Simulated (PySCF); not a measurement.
# F3H3NTl (Tl(F)3(NH3)): the cost of one run

The runs use PySCF 2.14.0; PBE0, Tl def2-SVP with ECP60, F def2-SVP, N def2-SVP, H def2-SVP; scalar-relativistic core potentials, no spin–orbit coupling.

1 further run of the same task is left out (for a known fault of the program).

## Step 1: The system as given

8 atoms, charge 0, spin multiplicity 1.

Bond lengths: Tl1–F2 1.901 Å, Tl1–F3 1.901 Å, Tl1–F4 1.901 Å, Tl1–N5 2.290 Å, N5–H6 1.020 Å, N5–H7 1.020 Å, N5–H8 1.020 Å. Angles: F2–Tl1–F3 109.5°, F2–Tl1–F4 109.5°, F2–Tl1–N5 109.5°, F3–Tl1–F4 109.5°, F3–Tl1–N5 109.5°, F4–Tl1–N5 109.5°, Tl1–N5–H6 113.0°, Tl1–N5–H7 113.0°, Tl1–N5–H8 113.0°, H6–N5–H7 105.8°, H6–N5–H8 105.8°, H7–N5–H8 105.8°.

Coordinates:

```xyz
8

Tl    0.00000    0.00000    0.00000
F     1.09730    1.09730    1.09730
F    -1.09730   -1.09730    1.09730
F     1.09730   -1.09730   -1.09730
N    -1.32210    1.32210   -1.32210
H    -1.93530    1.93530   -0.78510
H    -0.78510    1.93530   -1.93530
H    -1.93530    0.78510   -1.93530
```

Formal oxidation states: Tl +3.

## Step 2: SCF at the start, singlet

The input, run.py (the lines that set the calculation):

```python
mol = gto.M(atom='''
Tl     0.00000     0.00000     0.00000
F      1.09730     1.09730     1.09730
F     -1.09730    -1.09730     1.09730
F      1.09730    -1.09730    -1.09730
N     -1.32210     1.32210    -1.32210
H     -1.93530     1.93530    -0.78510
H     -0.78510     1.93530    -1.93530
H     -1.93530     0.78510    -1.93530''',
    basis={'Tl': 'def2-SVP', 'F': 'def2-SVP', 'N': 'def2-SVP', 'H': 'def2-SVP'},
    ecp={'Tl': 'def2-SVP'},
    charge=0, spin=0)
mf = dft.RKS(mol, xc='PBE0')
mf.grids.atom_grid = (50, 194)
mf = mf.density_fit()  # fitting sets: Tl def2-universal-JKFIT, F def2-universal-JKFIT, N def2-universal-JKFIT, H def2-universal-JKFIT
mf.conv_tol = 1e-08; mf.max_cycle = 55
mf.kernel(dm0)  # dm0: free metal ions and neutral atoms
```

The run is started by

```console
$ OMP_NUM_THREADS=2 python run.py
```

**Question.** How long does this run take on 2 threads of Arm Neoverse V1, shared host, and how much memory does it need?

About 2.2 s, with a peak of 0.51 GiB.
